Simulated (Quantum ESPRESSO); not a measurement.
# Bi in Quantum ESPRESSO: a series of runs

Runs on Bi. Level: PBE. Tasks: work function.

All numbers are computed with Quantum ESPRESSO 7.5; they aren't measurements. Logs are shortened: lines on timing, memory, paths and dates and some standing lists are left out, and cuts for length are marked.

## Step 1: The sheet as given

The cell holds a sheet with vacuum, 1 atom: a = 3.129 Å, b = 3.129 Å, c = 23.800 Å, α = 90.00°, β = 90.00°, γ = 90.00°.

The cell was built by a generator and needn't be a form met in nature.

## Step 2: Work function, PBE

File pw.in:

```
&CONTROL
  calculation = 'scf'
  prefix = 'pwscf'
  outdir = './tmp'
  pseudo_dir = './pseudo'
  tprnfor = .true.
  disk_io = 'low'
/
&SYSTEM
  ibrav = 0
  celldm(1) = 8
  nat = 1
  ntyp = 1
  ecutwfc = 90
  nbnd = 18
  occupations = 'smearing'
  smearing = 'fd'
  degauss = 0.00367493
/
&ELECTRONS
  conv_thr = 1d-09
  electron_maxstep = 150
  mixing_beta = 0.3
  mixing_mode = 'local-TF'
/
ATOMIC_SPECIES
Bi   208.9804 Bi.upf
CELL_PARAMETERS alat
  0.7391947195392   0.0000000000000   0.0000000000000
  0.0000000000000   0.7391947195392   0.0000000000000
  0.0000000000000   0.0000000000000   5.6219352207617
ATOMIC_POSITIONS crystal
Bi     0.5000000000    0.5000000000    0.2941200000
K_POINTS automatic
9 9 1 0 0 0
```

File pp_density.in:

```
&INPUTPP
  prefix = 'pwscf'
  outdir = './tmp'
  filplot = 'density.dat'
  plot_num = 0
/
&PLOT
  nfile = 1
  filepp(1) = 'density.dat'
  iflag = 3
  output_format = 6
  fileout = 'density.cube'
/
```

File pp_potential.in:

```
&INPUTPP
  prefix = 'pwscf'
  outdir = './tmp'
  filplot = 'potential.dat'
  plot_num = 11
/
&PLOT
  nfile = 1
  filepp(1) = 'potential.dat'
  iflag = 3
  output_format = 6
  fileout = 'potential.cube'
/
```

File pp_elf.in:

```
&INPUTPP
  prefix = 'pwscf'
  outdir = './tmp'
  filplot = 'elf.dat'
  plot_num = 8
/
&PLOT
  nfile = 1
  filepp(1) = 'elf.dat'
  iflag = 3
  output_format = 6
  fileout = 'elf.cube'
/
```

Potentials or basis: PseudoDojo 0.4 SR PBE stringent.

Started as:

```console
> OMP_NUM_THREADS=1 mpirun -n 2 pw.x -nk 2 -in pw.in > pw.out
> OMP_NUM_THREADS=1 mpirun -n 1 pp.x -in pp_density.in > pp_density.out
> OMP_NUM_THREADS=1 mpirun -n 1 pp.x -in pp_potential.in > pp_potential.out
> OMP_NUM_THREADS=1 mpirun -n 1 pp.x -in pp_elf.in > pp_elf.out
```

pw.out:

```text
This program is part of the open-source Quantum ESPRESSO suite
     for quantum simulation of materials; please cite
[... 13 lines left out ...]
     --------------------
     sticks:   dense  smooth     PW     G-vecs:    dense   smooth      PW
     Sum         997     997    293               181395   181395   27965

     Using Slab Decomposition

     bravais-lattice index     =            0
     lattice parameter (alat)  =       8.0000  a.u.
     unit-cell volume          =    1572.8000 (a.u.)^3
     number of atoms/cell      =            1
     number of atomic types    =            1
     number of electrons       =        23.00
     number of Kohn-Sham states=           18
     kinetic-energy cutoff     =      90.0000  Ry
     charge density cutoff     =     360.0000  Ry
     scf convergence threshold =      1.0E-09
     mixing beta               =       0.3000
     number of iterations used =            8  local-TF  mixing
     Exchange-correlation= PBE
                           (   1   4   3   4   0   0   0)

     celldm(1)=   8.000000  celldm(2)=   0.000000  celldm(3)=   0.000000
     celldm(4)=   0.000000  celldm(5)=   0.000000  celldm(6)=   0.000000

     crystal axes: (cart. coord. in units of alat)
               a(1) = (   0.739195   0.000000   0.000000 )
               a(2) = (   0.000000   0.739195   0.000000 )
               a(3) = (   0.000000   0.000000   5.621935 )

     reciprocal axes: (cart. coord. in units 2 pi/alat)
               b(1) = (  1.352824  0.000000  0.000000 )
               b(2) = (  0.000000  1.352824  0.000000 )
               b(3) = (  0.000000  0.000000  0.177875 )

     PseudoPot. # 1 for Bi read from file:
     Bi.upf
     Pseudo is Norm-conserving + core correction, Zval = 23.0
     Generated using ONCVPSP code by D. R. Hamann
     Using radial grid of 1484 points,  7 beta functions with:
                l(1) =   0
                l(2) =   0
                l(3) =   1
                l(4) =   1
                l(5) =   2
                l(6) =   2
                l(7) =   3

     atomic species   valence    mass     pseudopotential
     Bi               23.00   208.98040     Bi( 1.00)

      8 Sym. Ops. (no inversion) found

   Cartesian axes

     site n.     atom                  positions (alat units)
         1        Bi     tau(   1) = (   0.3695974   0.3695974   1.6535236  )

     number of k points=    15  Fermi-Dirac smearing, width (Ry)=  0.0037
                       cart. coord. in units 2pi/alat
        k(    1) = (   0.0000000   0.0000000   0.0000000), wk =   0.0246914
        k(    2) = (   0.0000000   0.1503137   0.0000000), wk =   0.0987654
        k(    3) = (   0.0000000   0.3006274   0.0000000), wk =   0.0987654
        k(    4) = (   0.0000000   0.4509412   0.0000000), wk =   0.0987654
        k(    5) = (   0.0000000   0.6012549   0.0000000), wk =   0.0987654
        k(    6) = (   0.1503137   0.1503137   0.0000000), wk =   0.0987654
        k(    7) = (   0.1503137   0.3006274   0.0000000), wk =   0.1975309
        k(    8) = (   0.1503137   0.4509412   0.0000000), wk =   0.1975309
        k(    9) = (   0.1503137   0.6012549   0.0000000), wk =   0.1975309
        k(   10) = (   0.3006274   0.3006274   0.0000000), wk =   0.0987654
        k(   11) = (   0.3006274   0.4509412   0.0000000), wk =   0.1975309
        k(   12) = (   0.3006274   0.6012549   0.0000000), wk =   0.1975309
        k(   13) = (   0.4509412   0.4509412   0.0000000), wk =   0.0987654
        k(   14) = (   0.4509412   0.6012549   0.0000000), wk =   0.1975309
        k(   15) = (   0.6012549   0.6012549   0.0000000), wk =   0.0987654

     Dense  grid:   181395 G-vectors     FFT dimensions: (  36,  36, 288)

     Initial potential from superposition of free atoms

     starting charge      22.9992, renormalised to      23.0000

     negative rho (up, down):  7.071E-06 0.000E+00
     Starting wfcs are   13 randomized atomic wfcs +    5 random wfcs

     Self-consistent Calculation

     iteration #  1     ecut=    90.00 Ry     beta= 0.30
     Davidson diagonalization with overlap
     ethr =  1.00E-02,  avg # of iterations =  8.6

     Threshold (ethr) on eigenvalues was too large:
     Diagonalizing with lowered threshold

     Davidson diagonalization with overlap
     ethr =  1.04E-05,  avg # of iterations =  8.8

     total energy              =    -464.49811456 Ry
     estimated scf accuracy    <       0.00245285 Ry

     iteration #  2     ecut=    90.00 Ry     beta= 0.30
     Davidson diagonalization with overlap
     ethr =  1.07E-05,  avg # of iterations =  2.4

     total energy              =    -464.49774415 Ry
     estimated scf accuracy    <       0.00151113 Ry

     iteration #  3     ecut=    90.00 Ry     beta= 0.30
     Davidson diagonalization with overlap
     ethr =  6.57E-06,  avg # of iterations =  5.5

     total energy              =    -464.49791335 Ry
     estimated scf accuracy    <       0.00006491 Ry

     iteration #  4     ecut=    90.00 Ry     beta= 0.30
     Davidson diagonalization with overlap
     ethr =  2.82E-07,  avg # of iterations =  3.5

     total energy              =    -464.49790938 Ry
     estimated scf accuracy    <       0.00001856 Ry

     iteration #  5     ecut=    90.00 Ry     beta= 0.30
     Davidson diagonalization with overlap
     ethr =  8.07E-08,  avg # of iterations =  3.4

     total energy              =    -464.49791303 Ry
     estimated scf accuracy    <       0.00000778 Ry

     iteration #  6     ecut=    90.00 Ry     beta= 0.30
     Davidson diagonalization with overlap
     ethr =  3.38E-08,  avg # of iterations =  1.5

     negative rho (up, down):  7.410E-06 0.000E+00

     total energy              =    -464.49791308 Ry
     estimated scf accuracy    <       0.00000508 Ry

     iteration #  7     ecut=    90.00 Ry     beta= 0.30
     Davidson diagonalization with overlap
     ethr =  2.21E-08,  avg # of iterations =  5.3

     negative rho (up, down):  3.747E-05 0.000E+00

     total energy              =    -464.49791673 Ry
     estimated scf accuracy    <       0.00000236 Ry

     iteration #  8     ecut=    90.00 Ry     beta= 0.30
     Davidson diagonalization with overlap
     ethr =  1.03E-08,  avg # of iterations =  4.3

     negative rho (up, down):  1.778E-04 0.000E+00

     total energy              =    -464.49792036 Ry
     estimated scf accuracy    <       0.00000064 Ry

     iteration #  9     ecut=    90.00 Ry     beta= 0.30
     Davidson diagonalization with overlap
     ethr =  2.80E-09,  avg # of iterations =  4.6

     negative rho (up, down):  8.910E-07 0.000E+00

     total energy              =    -464.49792052 Ry
     estimated scf accuracy    <       0.00000026 Ry

     iteration # 10     ecut=    90.00 Ry     beta= 0.30
     Davidson diagonalization with overlap
     ethr =  1.13E-09,  avg # of iterations =  4.8

     negative rho (up, down):  3.027E-06 0.000E+00

     total energy              =    -464.49792070 Ry
     estimated scf accuracy    <       0.00000002 Ry

     iteration # 11     ecut=    90.00 Ry     beta= 0.30
     Davidson diagonalization with overlap
     ethr =  6.86E-11,  avg # of iterations =  2.0

     negative rho (up, down):  4.099E-06 0.000E+00

     total energy              =    -464.49792067 Ry
     estimated scf accuracy    <          8.2E-09 Ry

     iteration # 12     ecut=    90.00 Ry     beta= 0.30
     Davidson diagonalization with overlap
     ethr =  3.58E-11,  avg # of iterations =  2.4

     End of self-consistent calculation

          k = 0.0000 0.0000 0.0000 ( 22583 PWs)   bands (ev):

  -155.5113 -93.5944 -93.5944 -93.5643 -25.1932 -24.9470 -24.7562 -24.7562
   -24.7391 -14.6430  -4.5613   1.0935   2.1694   2.4471   2.7222   2.7222
     3.1603   3.3336

          k = 0.0000 0.1503 0.0000 ( 22594 PWs)   bands (ev):

  -155.5112 -93.5950 -93.5943 -93.5642 -25.1619 -24.9300 -24.7725 -24.7549
   -24.7531 -14.4687  -4.3689   0.7357   1.3529   2.3560   2.6379   2.9332
     3.3474   3.5272

          k = 0.0000 0.3006 0.0000 ( 22652 PWs)   bands (ev):

  -155.5112 -93.5967 -93.5942 -93.5641 -25.1007 -24.8686 -24.8134 -24.7884
   -24.7515 -13.9579  -3.8187  -2.0987   1.8588   2.9029   3.2055   3.5215
     3.8954   4.0904

          k = 0.0000 0.4509 0.0000 ( 22656 PWs)   bands (ev):

  -155.5112 -93.5986 -93.5941 -93.5640 -25.0600 -24.8594 -24.8282 -24.7694
   -24.7477 -13.1856  -4.6271  -3.0158   2.7776   3.5320   4.1519   4.3279
     4.3631   5.0285

          k = 0.0000 0.6013 0.0000 ( 22640 PWs)   bands (ev):

  -155.5112 -93.5998 -93.5940 -93.5639 -25.0437 -24.8891 -24.8540 -24.7452
   -24.6944 -12.4592  -6.2726  -2.2754   2.6379   4.0663   4.9900   5.3100
     5.4754   5.7639

          k = 0.1503 0.1503 0.0000 ( 22635 PWs)   bands (ev):

  -155.5112 -93.5950 -93.5950 -93.5642 -25.1265 -24.9169 -24.7718 -24.7703
   -24.7676 -14.2946  -4.1763   0.8364   1.0552   1.5884   2.5427   2.8285
     3.5345   3.7201

          k = 0.1503 0.3006 0.0000 ( 22655 PWs)   bands (ev):

  -155.5112 -93.5966 -93.5949 -93.5641 -25.0559 -24.8646 -24.8118 -24.8040
   -24.7675 -13.7842  -3.6258  -1.9087   1.5000   2.1107   3.0896   3.3961
     4.0824   4.2830

          k = 0.1503 0.4509 0.0000 ( 22649 PWs)   bands (ev):

  -155.5112 -93.5985 -93.5948 -93.5640 -25.0118 -24.8576 -24.8456 -24.7677
   -24.7635 -13.0127  -4.4418  -2.8220   2.3206   3.0128   3.7115   4.3421
     4.5428   5.2197

          k = 0.1503 0.6013 0.0000 ( 22657 PWs)   bands (ev):

  -155.5111 -93.5998 -93.5947 -93.5639 -24.9958 -24.8872 -24.8723 -24.7608
   -24.6919 -12.2872  -6.0896  -2.0798   2.8076   3.0855   4.2632   5.4968
     5.6648   5.9302

          k = 0.3006 0.3006 0.0000 ( 22681 PWs)   bands (ev):

  -155.5112 -93.5965 -93.5965 -93.5640 -24.9518 -24.8503 -24.8376 -24.8095
   -24.8060 -13.2751  -3.0743  -1.3823  -1.3540   2.6188   3.6348   3.9636
     4.6284   4.8452

          k = 0.3006 0.4509 0.0000 ( 22687 PWs)   bands (ev):

  -155.5111 -93.5984 -93.5964 -93.5639 -24.8925 -24.8862 -24.8531 -24.8031
   -24.7635 -12.5050  -3.9186  -2.2692  -0.5860   3.5264   4.2225   4.9090
     5.0777   5.7753

          k = 0.3006 0.6013 0.0000 ( 22683 PWs)   bands (ev):

  -155.5111 -93.5997 -93.5963 -93.5638 -24.9183 -24.8823 -24.8765 -24.8002
   -24.6830 -11.7798  -5.5763  -1.5254   0.1197   3.3139   4.7330   5.4993
     6.0498   6.2331

          k = 0.4509 0.4509 0.0000 ( 22702 PWs)   bands (ev):

  -155.5111 -93.5983 -93.5983 -93.5637 -24.9383 -24.8492 -24.8466 -24.7659
   -24.7417 -11.7333  -3.2751  -3.0708  -1.4669   4.3117   4.7633   4.9589
     5.8595   5.9194

          k = 0.4509 0.6013 0.0000 ( 22745 PWs)   bands (ev):

  -155.5111 -93.5995 -93.5982 -93.5637 -24.9698 -24.8768 -24.8445 -24.7583
   -24.6540 -11.0010  -4.8633  -2.5237  -0.7336   3.4616   4.1393   5.7749
     6.6427   7.1776

          k = 0.6013 0.6013 0.0000 ( 22778 PWs)   bands (ev):

  -155.5111 -93.5995 -93.5995 -93.5636 -25.0031 -24.8734 -24.8730 -24.7183
   -24.5973 -10.2494  -4.2949  -4.2281  -0.0333   2.2464   5.0708   5.7201
     7.0260   7.1947

     the Fermi energy is    -2.1707 ev

!    total energy              =    -464.49792069 Ry
     estimated scf accuracy    <          5.6E-10 Ry
     smearing contrib. (-TS)   =      -0.00089513 Ry
     internal energy E=F+TS    =    -464.49702556 Ry

     The total energy is F=E-TS. E is the sum of the following terms:
     one-electron contribution =   -1478.07822150 Ry
     hartree contribution      =     721.46797780 Ry
     xc contribution           =     -71.44999439 Ry
     ewald contribution        =     363.56321252 Ry

     convergence has been achieved in  12 iterations

     Forces acting on atoms (cartesian axes, Ry/au):

     atom    1 type  1   force =     0.00000000    0.00000000    0.00000000

     Total force =     0.000000     Total SCF correction =     0.000005

=------------------------------------------------------------------------------=
   JOB DONE.
=------------------------------------------------------------------------------=
```

It took 2.6 min on 2 MPI ranks of Intel Xeon at 2.70GHz, shared host; peak memory 0.66 GiB.

What came out:

| Item | Value |
| --- | --- |
| Free energy | -6319.8162 eV |
| Band gap on the k mesh | none (metal or under the smearing width) |
| Work function of the upper face | 4.60 eV |
| Work function of the lower face | 4.60 eV |

Caveat: spin-orbit coupling is left out, which moves the levels of the heavy elements.

## Step 3: Work function, PBE

pw.in, as its differences from that of step 2:

```diff
@@ -13,4 +13,4 @@
   ntyp = 1
-  ecutwfc = 90
-  nbnd = 18
+  ecutwfc = 66
+  nbnd = 13
   occupations = 'smearing'
```

pp_density.in is that of step 2.

pp_potential.in is that of step 2.

pp_elf.in is that of step 2.

Potentials or basis: PseudoDojo 0.4.1 SR PBE standard.

Started as:

```console
> OMP_NUM_THREADS=1 mpirun -n 2 pw.x -nk 2 -in pw.in > pw.out
> OMP_NUM_THREADS=1 mpirun -n 1 pp.x -in pp_density.in > pp_density.out
> OMP_NUM_THREADS=1 mpirun -n 1 pp.x -in pp_potential.in > pp_potential.out
> OMP_NUM_THREADS=1 mpirun -n 1 pp.x -in pp_elf.in > pp_elf.out
```

pw.out:

```text
This program is part of the open-source Quantum ESPRESSO suite
     for quantum simulation of materials; please cite
[... 13 lines left out ...]
     --------------------
     sticks:   dense  smooth     PW     G-vecs:    dense   smooth      PW
     Sum         741     741    221               113957   113957   18105

     Using Slab Decomposition

     bravais-lattice index     =            0
     lattice parameter (alat)  =       8.0000  a.u.
     unit-cell volume          =    1572.8000 (a.u.)^3
     number of atoms/cell      =            1
     number of atomic types    =            1
     number of electrons       =        15.00
     number of Kohn-Sham states=           13
     kinetic-energy cutoff     =      66.0000  Ry
     charge density cutoff     =     264.0000  Ry
     scf convergence threshold =      1.0E-09
     mixing beta               =       0.3000
     number of iterations used =            8  local-TF  mixing
[... 68 lines left out ...]
     Davidson diagonalization with overlap
     ethr =  1.00E-02,  avg # of iterations =  8.7

     Threshold (ethr) on eigenvalues was too large:
     Diagonalizing with lowered threshold

     Davidson diagonalization with overlap
     ethr =  1.51E-05,  avg # of iterations = 11.6

     total energy              =    -164.06006681 Ry
     estimated scf accuracy    <       0.00237507 Ry
[... 83 lines left out ...]
     iteration # 12     ecut=    66.00 Ry     beta= 0.30
     Davidson diagonalization with overlap
     ethr =  1.16E-11,  avg # of iterations =  2.2

     End of self-consistent calculation

          k = 0.0000 0.0000 0.0000 ( 14277 PWs)   bands (ev):

   -25.4600 -25.2177 -25.0261 -25.0261 -25.0076 -14.9042  -4.8167   0.8388
     1.9239   2.2382   2.4968   2.4968   2.9419
[... 68 lines left out ...]
   -25.2714 -25.1431 -25.1427 -24.9887 -24.8645 -10.5123  -4.5491  -4.4840
    -0.2879   1.9921   4.8462   5.4659   6.7957

     the Fermi energy is    -2.4262 ev

!    total energy              =    -164.05988213 Ry
     estimated scf accuracy    <          1.7E-10 Ry
     smearing contrib. (-TS)   =      -0.00089629 Ry
     internal energy E=F+TS    =    -164.05898584 Ry

     The total energy is F=E-TS. E is the sum of the following terms:
     one-electron contribution =    -554.53615487 Ry
     hartree contribution      =     279.10152565 Ry
     xc contribution           =     -43.25899332 Ry
     ewald contribution        =     154.63463670 Ry

     convergence has been achieved in  12 iterations

     Forces acting on atoms (cartesian axes, Ry/au):

     atom    1 type  1   force =     0.00000000    0.00000000    0.00000000

     Total force =     0.000000     Total SCF correction =     0.000008

=------------------------------------------------------------------------------=
   JOB DONE.
=------------------------------------------------------------------------------=
```

pp_density.out:

```text
This program is part of the open-source Quantum ESPRESSO suite
     for quantum simulation of materials; please cite
         "P. Giannozzi et al., J. Phys.:Condens. Matter 21 395502 (2009);
         "P. Giannozzi et al., J. Phys.:Condens. Matter 29 465901 (2017);
         "P. Giannozzi et al., J. Chem. Phys. 152 154105 (2020);
     in publications or presentations arising from this work. More details at

     IMPORTANT: XC functional enforced from input :
     Exchange-correlation= PBE
                           (   1   4   3   4   0   0   0)
     Any further DFT definition will be discarded
     Please, verify this is what you really want

     G-vector sticks info
     --------------------
     sticks:   dense  smooth     PW     G-vecs:    dense   smooth      PW
     Sum         741     741    221               113957   113957   18105

     Using Slab Decomposition

     Calling punch_plot, plot_num =   0
     Writing data to file  density.dat
     Reading data from file  density.dat

     Writing data to be plotted to file density.cube
     Plot Type: 3D                     Output format: Gaussian cube

=------------------------------------------------------------------------------=
   JOB DONE.
=------------------------------------------------------------------------------=
```

Wall time 80 s (2 MPI ranks of Intel Xeon at 2.70GHz, shared host); peak memory 0.42 GiB.

Results:

- Free energy: -2232.1484 eV
- Band gap on the k mesh: none (metal or under the smearing width)
- Work function of the upper face: 4.61 eV
- Work function of the lower face: 4.61 eV

Caveat: spin-orbit coupling is left out, which moves the levels of the heavy elements.
